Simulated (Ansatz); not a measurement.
Runs of Ansatz 0.2.0 on GaSn. The structure is orthorhombic, space group Fmmm (No. 69). The conventional cell has a = 5.459 Å, b = 5.806 Å, c = 6.196 Å, α = 90.00°, β = 90.00°, γ = 90.00°. Ga (site symmetry mmm) has 6 Sn at 2.73 to 3.10 Å as nearest neighbours. Around Sn (site symmetry mmm) lie 6 Ga at 2.73 to 3.10 Å. The cell was built by a generator and needn't be a form met in nature.

```csv
level,cutoff (eV),gap on the mesh (eV),pressure (GPa),relaxed volume (Å³/atom)
revPBE,420,none,0.0,25.05
LDA,420,none,0.0,22.36
RPBE,420,none,0.0,25.29
r2SCAN,500,none,0.0,(b)
PBEsol,420,none,0.0,23.08
BLYP,420,none,0.0,(a)
PBE,420,none,0.0,24.45
```

Alike in all rows: task relaxation of cell and atoms; potentials or basis Ansatz PAW; no spin polarisation; cell relaxed; k mesh 8 × 8 × 8; smearing fermi-dirac 0.05 eV.

**Question.** Estimate the missing entries.

**Answer.** (a) 27.00; (b) 23.55.

Caveats: the plane-wave basis is chosen anew once the cell has moved, so the energies of steps on either side of that aren't comparable; the PAW data sets come from PBE, with cores solved anew for the run's functional, which leaves a small shift of forces and pressure (some runs); the potentials were made for another functional, which shifts forces and pressure (some runs).

A k mesh can miss the band edges, and the runs leave out spin-orbit coupling on Ga, Sn.

A gap of «none» marks a metal or a gap under the smearing width.

Not every run made on this cell is shown here.
